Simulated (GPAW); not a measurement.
Wanted: an ASE script for a GPAW 26.7.0 run.

```yaml
Task: single point
Functional: PBEh(alpha)
Potentials_or_basis: GPAW PAW data sets (gpaw-data 1.2.1)
Cutoff: 450 eV
Basis: pw
k_mesh: 3 × 3 × 3
Occupations: fermi-dirac, width 0.05 eV
Spin: no spin polarisation
Maxiter: 60
Ranks: 4
exact-exchange_share: 0.5
```

The structure of GeW lies in GeW.xyz:

```xyz
2
Lattice="0.0000000000 2.5776100000 2.5776100000 2.5776100000 0.0000000000 2.5776100000 2.5776100000 2.5776100000 0.0000000000" Properties=species:S:1:pos:R:3 pbc="T T T"
Ge     2.5776100000      2.5776100000      2.5776100000
W      0.0000000000      0.0000000000      0.0000000000
```

The cell was built by a generator and needn't be a form met in nature.

The input as run:

run.py

```python
from ase.dft.bandgap import bandgap
from ase.io import read, write
from ase.parallel import parprint
from gpaw import GPAW, PW

atoms = read('GeW.xyz')

calc = GPAW(mode=PW(450),
            xc={'name': '0.500_GGA_X_PBE+1.0_GGA_C_PBE', 'fraction': 0.5, 'omega': 0.0, 'backend': 'pw'},
            kpts={'size': (3, 3, 3), 'gamma': True},
            occupations={'name': 'fermi-dirac', 'width': 0.05},
            nbands=15,
            convergence={'density': 1e-05, 'energy': 1e-05},
            maxiter=60,
            txt='gpaw.txt')
atoms.calc = calc
energy = atoms.get_potential_energy()
calc.write('gs.gpw')
write('result.traj', atoms)
parprint(f'Energy: {energy:.6f} eV')
parprint('Fermi level:', round(calc.get_fermi_level(), 4), 'eV')
parprint(f'Gap: {bandgap(calc)[0]:.4f} eV, direct: {bandgap(calc, direct=True)[0]:.4f} eV')
```

Potentials or basis: GPAW PAW data sets (gpaw-data 1.2.1), pw.

Run with:

```bash
$ OMP_NUM_THREADS=1 mpirun -n 4 gpaw python run.py
```

Results of the run:

```
Band gap on the k mesh : none (metal or under the smearing width)
```

Caveat: the k mesh is coarse (spacing up to 0.70 Å⁻¹), so the values aren't converged; exact exchange converges slowly with the k mesh, and this mesh is small.

Run time: 7.6 min on 4 MPI ranks on AMD EPYC 7R43 64-Core Processor (Zen 3), on a shared host, peak memory 0.17 GiB a rank.
